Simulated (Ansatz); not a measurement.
# ClH₄MoN₃: small, medium and large basis sets

The task here is to estimate one member of a computed series from the others.

Method: one geometry, several basis sets; program: Ansatz 0.2.0, Gaussian basis.

The runs, in order: PBE0-D4/def2-SVP; ωB97M-V/def2-SVP; PBE0-D4/def2-QZVPP; ωB97M-V/def2-QZVPP; the functionals' def2-TZVPP values are taken from earlier runs.

## The geometry

All runs share one geometry, relaxed beforehand with PBE0-D4 in a triple-zeta def2 set. Mo takes the def2 core potential; no spin-orbit term is included.

SMILES `[NH]=[Mo](=[NH])([NH2])[Cl]`, 9 atoms, charge 0, spin multiplicity 1.

Atoms are counted from 1 here; the program's logs count them from 0.

Bond lengths: N1–Mo2 1.723 Å, N1–H6 1.011 Å, Mo2–N3 1.723 Å, Mo2–N4 1.927 Å, Mo2–Cl5 2.293 Å, N3–H7 1.011 Å, N4–H8 1.009 Å, N4–H9 1.009 Å. Angles: Mo2–N1–H6 154.5°, N1–Mo2–N3 112.1°, N1–Mo2–N4 107.2°, N1–Mo2–Cl5 108.7°, N3–Mo2–N4 107.2°, N3–Mo2–Cl5 108.7°, N4–Mo2–Cl5 112.8°, Mo2–N3–H7 154.5°, Mo2–N4–H8 122.9°, Mo2–N4–H9 122.9°, H8–N4–H9 111.5°.

The first run:

Contents of in.yaml:

```yaml
crystal:
  periodic: [false, false, false]
  atoms:
    - {symbol: N, position_ang: [-0.657495, 1.575906, 0.211629]}
    - {symbol: Mo, position_ang: [0.027677, 0.133157, -0.434203]}
    - {symbol: N, position_ang: [1.729264, 0.050989, -0.177621]}
    - {symbol: N, position_ang: [-0.764471, -1.347838, 0.510025]}
    - {symbol: Cl, position_ang: [-0.380706, 0.069599, -2.689634]}
    - {symbol: H, position_ang: [-0.621282, 2.490747, 0.640619]}
    - {symbol: H, position_ang: [2.627293, 0.415032, 0.110939]}
    - {symbol: H, position_ang: [-0.239859, -2.161873, 0.792111]}
    - {symbol: H, position_ang: [-1.632020, -1.272018, 1.019036]}
basis:
  gaussian: {orbitals: def2-SVP}
hamiltonian: {xc: pbe0, dispersion: d4}
output: {orbitals: {seedname: orbitals}}
```

Among the steps run: PBE0-D4 in def2-SVP; ωB97M-V in def2-SVP; PBE0-D4 in def2-QZVPP; ωB97M-V in def2-QZVPP.

One table of the session follows, with a row left open; its other results are not shown here.

It belongs to the step «Functionals by basis». 

| functional | basis | HOMO (eV) |
| --- | --- | --- |
| PBE0-D4 | def2-SVP | -7.55 |
| PBE0-D4 | def2-TZVPP | -7.68 |
| PBE0-D4 | def2-QZVPP | -7.71 |
| ωB97M-V | def2-SVP | -9.71 |
| ωB97M-V | def2-TZVPP | -9.87 |
| ωB97M-V | def2-QZVPP | ? |

Q: Estimate the row for ωB97M-V, def2-QZVPP from the others.

The run gave: HOMO (eV): -9.91. In the column «HOMO (eV)» it is the lowest.
